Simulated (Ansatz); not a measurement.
# Cl2H2Sn: the cost of one run

All numbers below are computed with Ansatz 0.2.0 (RHF/def2-SVP).

## Step 1: The starting structure

Bond lengths: Sn1–H2 1.740 Å, Sn1–Cl3 2.410 Å, Sn1–H4 1.739 Å, Sn1–Cl5 2.408 Å. Angles: H2–Sn1–Cl3 109.4°, H2–Sn1–H4 109.5°, H2–Sn1–Cl5 109.5°, Cl3–Sn1–H4 109.5°, Cl3–Sn1–Cl5 109.5°, H4–Sn1–Cl5 109.5°.

Structure file:

```xyz
5

Sn    0.0000    0.0000    0.0000
H     0.0000    0.0000    1.7400
Cl    2.2726    0.0000   -0.8025
H    -0.8195    1.4198   -0.5794
Cl   -1.1351   -1.9666   -0.8025
```

## Step 2: Preparing the start

Input file input.yaml:

```yaml
crystal:
  periodic: [false, false, false]
  atoms:
    - { symbol: Sn, position_ang: [0.0, 0.0, 0.0] }
    - { symbol: H, position_ang: [0.0, 0.0, 1.74] }
    - { symbol: Cl, position_ang: [2.2726, 0.0, -0.8025] }
    - { symbol: H, position_ang: [-0.8195, 1.4198, -0.5794] }
    - { symbol: Cl, position_ang: [-1.1351, -1.9666, -0.8025] }
basis:
  gaussian: { orbitals: def2-SVP }
hamiltonian:
  xc: hf
relax:
  f_tol: 0.02
  max_steps: 40
```

Command:

```sh
$ ansatz run input.yaml --threads 1 --pin off --max-ram 2048MiB --backend cpu --events-out ev --progress --plain --runs-dir out
```

Q: Estimate wall time and peak memory on 1 thread of Arm Neoverse V2, shared host.

About 6.9 s, with a peak of 0.13 GiB.
